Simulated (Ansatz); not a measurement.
# PbO: the cost of one run

Computed with Ansatz 0.2.0 (DFT PBE, spin-orbit coupling, plane waves, PAW, unless a step's input says otherwise).

The COD entry's cell or inner coordinates are ideal or old and differ from later refinements, so a difference from it is no clean test against experiment.

### Step 1. The system as given

The structure is tetragonal, space group P4/nmm (No. 129). Conventional cell: a = 3.990 Å, b = 3.990 Å, c = 5.010 Å, α = 90.00°, β = 90.00°, γ = 90.00°. Pb (site symmetry 4mm) has 4 O at 2.33 Å as nearest neighbours. O (site symmetry -4m2) has 4 Pb at 2.33 Å as nearest neighbours.

Coordinates:

```
Pb O
1.0
     3.99000    0.00000    0.00000
     0.00000    3.99000    0.00000
     0.00000    0.00000    5.01000
Pb O
2 2
Direct
  0.00000 0.50000 0.24000
  0.50000 0.00000 0.76000
  0.00000 0.00000 0.00000
  0.50000 0.50000 0.00000
```

The structure rests on an entry of the Crystallography Open Database; cell or positions may have been set otherwise for this series.

### Step 2. Single point: PbO

input.yaml

```yaml
crystal:
  lattice:
    - [3.99, 0.0, 0.0]
    - [0.0, 3.99, 0.0]
    - [0.0, 0.0, 5.01]
  atoms:
    - { symbol: Pb, position: [0.0, 0.5, 0.24] }
    - { symbol: Pb, position: [0.5, 0.0, 0.76] }
    - { symbol: O, position: [0.0, 0.0, 0.0] }
    - { symbol: O, position: [0.5, 0.5, 0.0] }
scf:
  occupations: { method: fixed }
output:
  write_density: true
  write_potential: true
  elf: true
  volumetric_format: npy
hamiltonian:
  xc: pbe
kpoints:
  mp_grid: { grid: [10, 10, 8] }
magnetization:
  noncollinear: true
  spin_orbit: true
```

Started as:

```
> ansatz run input.yaml --threads 8 --pin off --max-ram 24576MiB --backend cpu --events-out ev --progress --plain --runs-dir out
```

**Question.** How long does this run take on 8 threads of Intel Xeon Platinum 8488C (Sapphire Rapids), shared host, and how much memory does it need?

About 11 s, with a peak of 1.2 GiB.
